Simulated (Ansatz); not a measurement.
# Cl2H2OSi: the cost of one run

Method: PBE0-D4/def2-TZVP structures, single points in def2-TZVPP, no counterpoise correction; program: Ansatz 0.2.0, Gaussian basis.

Levels: SPW92, PBE-D4, BLYP-D4, r2SCAN-D4, B97M-V, PBE0-D4, B3LYP-D4, r2SCAN0-D4, BHLYP-D4, CAM-B3LYP-D4, wB97X-V, wB97M-V, B2PLYP, PBE-QIDH, RPA on PBE, Hartree-Fock, MP2, CCSD, CCSD(T).

Correlated methods freeze the cores. B3LYP uses VWN-RPA correlation. B2PLYP carries no dispersion term here.

94 further runs of the same task are left out: 94 set aside as unsound or not needed.

### 1 The system as given

The complex: 8 atoms, charge 0, spin multiplicity 1.

Atoms are counted from 1 here; the program's logs count them from 0.

Bond lengths: Si1–O2 1.640 Å, Si1–Cl3 2.032 Å, Si1–Cl4 2.032 Å, Si1–H5 1.465 Å, O2–H8 0.961 Å, H6–F7 0.934 Å. Angles: O2–Si1–Cl3 110.1°, O2–Si1–Cl4 110.1°, O2–Si1–H5 106.4°, Cl3–Si1–Cl4 108.4°, Cl3–Si1–H5 110.9°, Cl4–Si1–H5 110.9°, Si1–O2–H8 119.3°.

As a file:

```mol
Cl2FH3OSi
  3D, bonds by distance, orders not assigned

  8  6  0  0  0  0  0  0  0  0999 V2000
   -0.4134   -0.8915   -0.1741 Si  0  0
    0.6153    0.2971    0.2925 O   0  0
    0.4908   -2.1074   -1.5284 Cl  0  0
   -0.9593   -2.0141    1.4296 Cl  0  0
   -1.5757   -0.2229   -0.7652 H   0  0
    0.3061    1.9898    0.0875 H   0  0
    0.0870    2.8878   -0.0489 F   0  0
    1.4492    0.0612    0.7069 H   0  0
  1  2  8  0
  1  3  8  0
  1  4  8  0
  1  5  8  0
  2  8  8  0
  6  7  8  0
M  END
```

Its parts: Cl2H2OSi holds atoms 1, 2, 3, 4, 5, 8; HF holds atoms 6, 7. Each part counts its atoms afresh in its own runs.

### 2 Relaxing Cl2H2OSi alone

Contents of relax-a/in.yaml:

```yaml
crystal:
  periodic: [false, false, false]
  atoms:
    - {symbol: Si, position_ang: [-0.413443, -0.891524, -0.174106]}
    - {symbol: O, position_ang: [0.615346, 0.297122, 0.292504]}
    - {symbol: Cl, position_ang: [0.490788, -2.107381, -1.528401]}
    - {symbol: Cl, position_ang: [-0.959330, -2.014059, 1.429649]}
    - {symbol: H, position_ang: [-1.575734, -0.222891, -0.765212]}
    - {symbol: H, position_ang: [1.449245, 0.061169, 0.706919]}
basis:
  gaussian: {orbitals: def2-TZVP}
hamiltonian: {xc: pbe0, dispersion: d4}
relax: {f_tol: 0.005, max_steps: 200}
```

Run with:

```
$ ansatz run in.yaml --threads 4 --pin off --events-out ev --progress --plain --max-ram 9574MiB
```

**Question.** How long does this run take on 4 threads of Intel Xeon at 2.70GHz, shared host?

About 15 s.
